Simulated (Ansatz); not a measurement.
# C3H6FNSi: a ladder of functionals and wavefunction methods

Aim: compute C3H6FNSi with functionals from several rungs and with coupled cluster, and see how far each lands from CCSD(T) at the basis-set limit for the atomisation energy.

Method: functionals in def2-TZVPP, the program's frozen cores in correlated methods; program: Ansatz 0.2.0, Gaussian basis.

Plan: PBE-D4, r2SCAN-D4, PBE0-D4, B3LYP-D4, ωB97X-V, ωB97M-V, B2PLYP; CCSD(T)/def2-TZVPP; MP2/def2-QZVPP; extrapolation to the limit.

### 1 Structure used throughout

An earlier PBE0-D4 in a triple-zeta def2 set relaxation fixed the geometry.

SMILES `N=CC1(F)C[SiH2]1`, 12 atoms, charge 0, spin multiplicity 1.

Atoms are counted from 1 here; the program's logs count them from 0.

Bond lengths: N1–C2 1.263 Å, N1–H7 1.022 Å, C2–C3 1.470 Å, C2–H8 1.095 Å, C3–F4 1.372 Å, C3–C5 1.533 Å, C3–Si6 1.887 Å, C5–Si6 1.848 Å, C5–H9 1.085 Å, C5–H10 1.086 Å, Si6–H11 1.476 Å, Si6–H12 1.474 Å. Angles: C2–N1–H7 110.1°, N1–C2–C3 127.0°, N1–C2–H8 118.5°, C3–C2–H8 114.5°, C2–C3–F4 112.7°, C2–C3–C5 117.7°, C2–C3–Si6 120.2°, F4–C3–C5 114.4°, F4–C3–Si6 118.9°, C5–C3–Si6 64.5°, C3–C5–Si6 67.1°, C3–C5–H9 116.5°, C3–C5–H10 112.8°, Si6–C5–H9 123.3°, Si6–C5–H10 115.7°, H9–C5–H10 113.2°, C3–Si6–C5 48.5°, C3–Si6–H11 118.7° and more.

### 2 PBE-D4 (GGA)

Input file in.yaml:

```yaml
crystal:
  periodic: [false, false, false]
  atoms:
    - {symbol: N, position_ang: [-1.837367, 0.337126, 1.759368]}
    - {symbol: C, position_ang: [-1.030374, 0.581832, 0.818572]}
    - {symbol: C, position_ang: [-0.099352, -0.362782, 0.183894]}
    - {symbol: F, position_ang: [-0.256543, -1.647991, 0.637243]}
    - {symbol: C, position_ang: [0.112338, -0.247505, -1.330014]}
    - {symbol: Si, position_ang: [1.614734, 0.211416, -0.356378]}
    - {symbol: H, position_ang: [-1.768788, -0.644348, 2.035378]}
    - {symbol: H, position_ang: [-0.991195, 1.599287, 0.415132]}
    - {symbol: H, position_ang: [-0.503699, 0.477570, -1.851987]}
    - {symbol: H, position_ang: [0.148788, -1.213845, -1.824791]}
    - {symbol: H, position_ang: [1.980323, 1.629198, -0.167931]}
    - {symbol: H, position_ang: [2.708137, -0.775057, -0.284485]}
basis:
  gaussian: {orbitals: def2-TZVPP}
hamiltonian: {xc: pbe, dispersion: d4}
output: {forces: true, orbitals: {seedname: orbitals}}
```

Run with:

```sh
$ ansatz run in.yaml --threads 4 --pin off --events-out ev --progress --plain --max-ram 10444MiB
```

After this run come: r2SCAN-D4 (meta-GGA); PBE0-D4 (hybrid); B3LYP-D4 (hybrid); ωB97X-V (range-separated); ωB97M-V (range-separated); B2PLYP (double hybrid); CCSD(T) in def2-TZVPP; MP2 in def2-QZVPP.

Q: Predict the results of all the runs planned. Wanted: atomisation energy, CCSD(T)/CBS; farthest; mean size of error, hybrid; mean size of error, range-separated; gap, smallest and largest; T1 diagnostic; triples share of the correlation energy.

**Answer**, as computed:

```
                               quantity                                 value
        atomisation energy, CCSD(T)/CBS                         4572.1 kJ/mol
 functionals within 22.9 kJ/mol (0.5 %)                              B3LYP-D4
                               farthest                PBE-D4 (+164.1 kJ/mol)
             mean size of error, hybrid                           31.4 kJ/mol
    mean size of error, range-separated                           33.0 kJ/mol
              gap, smallest and largest  4.35 eV (PBE-D4), 10.85 eV (ωB97X-V)
                          T1 diagnostic                                0.0133
triples share of the correlation energy                                 4.1 %
```

What this shows: PBE-D4 is off by +164.1 kJ/mol. Double hybrids carry the basis error of their MP2 part in triple zeta, and no dispersion term here, so their miss is partly the set-up's. The reference freezes the cores and leaves out relativity and excitations past (T), so misses under about 22.9 kJ/mol can't be ranked. Hartree-Fock recovers 70 % of the binding; the rest is correlation. The gap grows from 4.3 to 10.9 eV across the functionals, mostly with the share of exact exchange.
